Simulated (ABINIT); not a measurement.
Zr3S2:

```
Zr S
1.0
     2.90254    1.67578    3.48777
    -2.90254    1.67578    3.48777
     0.00000   -3.35156    3.48777
Zr S
3 2
Direct
  0.83873 0.50000 0.16127
  0.50000 0.16127 0.83873
  0.16127 0.83873 0.50000
  0.66502 0.66502 0.66502
  0.33498 0.33498 0.33498
```

The cell comes from a database or a generator and needn't be the stable form of this composition.

Base run:

| Quantity | Value |
| --- | --- |
| Program | ABINIT 10.8.3 (patched build) |
| Functional | LDA |
| Potentials or basis | JTH PAW LDA v2.0 |
| Cutoff | 544 eV |
| k mesh | 6 × 6 × 6 |
| Occupations | fermi-dirac, width 0.05 eV |
| Spin | no spin polarisation |

Its results: band gap on the k mesh none (metal or under the smearing width); pressure -7.7 GPa; largest force 0.167 eV/Å.

**Question.** The run is repeated on the same cell with these changes: functional from LDA to PBEsol; potentials or basis from JTH PAW LDA v2.0 to PseudoDojo NC SR PBEsol v0.4.1 standard; cutoff from 544 eV to 898 eV. What comes out?

**Answer.** Band gap on the k mesh none (metal or under the smearing width); pressure -5.0 GPa; largest force 0.130 eV/Å.
